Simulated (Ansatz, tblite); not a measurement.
# The cluster InSi₁₆: rung by rung

Aim: run the doublet of the cluster InSi₁₆ at one geometry on many levels, and compare frontier levels, spin and run time.

Program: Ansatz 0.2.0, Gaussian basis. Level of theory: as each input shows. These are calculated values, not measurements.

Levels to be run: GFN1-xTB, GFN2-xTB, PBE-D4/def2-TZVP, r2SCAN-D4/def2-TZVP, ωB97M-V/def2-TZVP, PBE-D4/def2-SVP, PBE0-D4/def2-SVP, MP2/def2-SVP, RPA/def2-SVP.

3 further runs of the same task are left out: 1 that didn't finish, 2 set aside as unsound or not needed.

### 1 The structure

The doublet was relaxed beforehand with PBE-D4/def2-SVP. At that level it is the lowest of the isomers that a small search found.

17 atoms, charge 0, spin multiplicity 2.

Bond lengths: In1–Si3 2.670 Å, In1–Si10 2.930 Å, In1–Si13 2.777 Å, In1–Si14 2.922 Å, In1–Si15 2.788 Å, Si2–Si5 2.472 Å, Si2–Si7 2.273 Å, Si2–Si11 2.303 Å, Si3–Si12 2.347 Å, Si3–Si14 2.411 Å, Si4–Si6 2.333 Å, Si4–Si13 2.540 Å, Si4–Si14 2.521 Å, Si5–Si7 2.340 Å, Si5–Si10 2.389 Å, Si5–Si11 2.503 Å, Si5–Si12 2.390 Å, Si6–Si9 2.614 Å and more. Angles: Si3–In1–Si10 104.0°, Si3–In1–Si13 141.0°, Si3–In1–Si14 50.8°, Si3–In1–Si15 149.1°, Si10–In1–Si13 95.6°, Si10–In1–Si14 83.9°, Si10–In1–Si15 50.6°, Si13–In1–Si14 99.5°, Si13–In1–Si15 67.1°, Si14–In1–Si15 128.1°, Si5–Si2–Si7 58.9°, Si5–Si2–Si11 63.1°, Si7–Si2–Si11 121.7°, In1–Si3–Si12 87.6°, In1–Si3–Si14 70.0°, Si12–Si3–Si14 66.5°, Si6–Si4–Si13 111.5°, Si6–Si4–Si14 63.9° and more.

In takes a core potential in the def2 sets. No spin-orbit coupling is included.

PBE0-D4/def2-TZVP was run before; its log isn't repeated, and its numbers join the tables.

### 2 GFN1-xTB

Tight binding, by tblite at 300 K electronic temperature and without a spin-polarisation term:

```python
tblite.interface.Calculator('GFN1-xTB', numbers, positions, charge=0, uhf=1).singlepoint()
```

Energy -824.3483 eV; 0.14 s.

### 3 GFN2-xTB

Tight binding, by tblite at 300 K electronic temperature and without a spin-polarisation term:

```python
tblite.interface.Calculator('GFN2-xTB', numbers, positions, charge=0, uhf=1).singlepoint()
```

Energy -764.9723 eV; 0.42 s.

### 4 PBE-D4/def2-TZVP

start.molden holds the orbitals of an earlier run on this state, given as this run's starting guess.

Contents of in.yaml:

```yaml
crystal:
  periodic: [false, false, false]
  atoms:
    - {symbol: In, position_ang: [0.559413, 1.781701, 1.726835]}
    - {symbol: Si, position_ang: [-2.505203, -3.329339, -0.459986]}
    - {symbol: Si, position_ang: [1.313851, -0.223499, 3.320799]}
    - {symbol: Si, position_ang: [2.852912, 1.566291, -0.359047]}
    - {symbol: Si, position_ang: [-1.893144, -1.354015, 0.893836]}
    - {symbol: Si, position_ang: [1.400236, -0.095580, -1.113855]}
    - {symbol: Si, position_ang: [-3.942124, -2.469638, 1.077581]}
    - {symbol: Si, position_ang: [0.662239, 2.501104, -1.623375]}
    - {symbol: Si, position_ang: [1.790999, -2.438710, -0.023873]}
    - {symbol: Si, position_ang: [-1.007830, 0.468771, -0.372324]}
    - {symbol: Si, position_ang: [-0.529998, -2.272679, -0.994332]}
    - {symbol: Si, position_ang: [0.295467, -1.687284, 1.794820]}
    - {symbol: Si, position_ang: [1.625426, 3.746764, 0.079216]}
    - {symbol: Si, position_ang: [2.468672, -0.369103, 1.209663]}
    - {symbol: Si, position_ang: [-1.320333, 2.868525, -0.022381]}
    - {symbol: Si, position_ang: [-1.468519, 1.815804, -2.478317]}
    - {symbol: Si, position_ang: [-0.302064, -0.509104, -2.655273]}
basis:
  gaussian: {orbitals: def2-TZVP, fitting: {mean_field: def2-universal-jkfit}, initial_orbitals: start.molden}
magnetization: {spin_polarized: true, initial_magnetization: 1}
hamiltonian: {xc: pbe, dispersion: d4}
scf: {omitted_lower_state_checks: [starts]}
output: {forces: true, orbitals: {seedname: orbitals}}
```

Started as:

```
$ ansatz run in.yaml --threads 2 --pin off --events-out ev --progress --plain --max-ram 22528MiB --backend cuda --devices 0, --max-vram 18GiB
```

After this run come: r2SCAN-D4/def2-TZVP; ωB97M-V/def2-TZVP; PBE-D4/def2-SVP; PBE0-D4/def2-SVP; MP2/def2-SVP; RPA/def2-SVP.

Before running them: what should the planned runs give, taken together? Wanted: gap in def2-TZVP, named functionals, smallest and largest; correlation energy, MP2/def2-SVP; binding an atom, functionals in def2-TZVP; ⟨S²⟩ in def2-TZVP, named functionals, smallest and largest; PBE0 total energy, smallest basis above largest.

The runs gave:

| quantity | value |
| --- | --- |
| gap in def2-TZVP, named functionals, smallest and largest | 0.30 eV (PBE-D4), 4.21 eV (ωB97M-V) |
| correlation energy, MP2/def2-SVP | -48.06 eV |
| binding an atom, functionals in def2-TZVP | 3.36 (ωB97M-V) to 3.74 eV (PBE-D4) |
| ⟨S²⟩ in def2-TZVP, named functionals, smallest and largest | 0.755, 0.765 |
| PBE0 total energy, smallest basis above largest | 43.53 eV (def2-SVP, def2-TZVP) |

**Reading.** Orbital gaps of the named functionals in def2-TZVP span 0.30 eV (PBE-D4) to 4.21 eV (ωB97M-V); exact exchange widens it. Over the named functionals in def2-TZVP spin contamination reaches 0.02 (r2SCAN-D4), which is small.
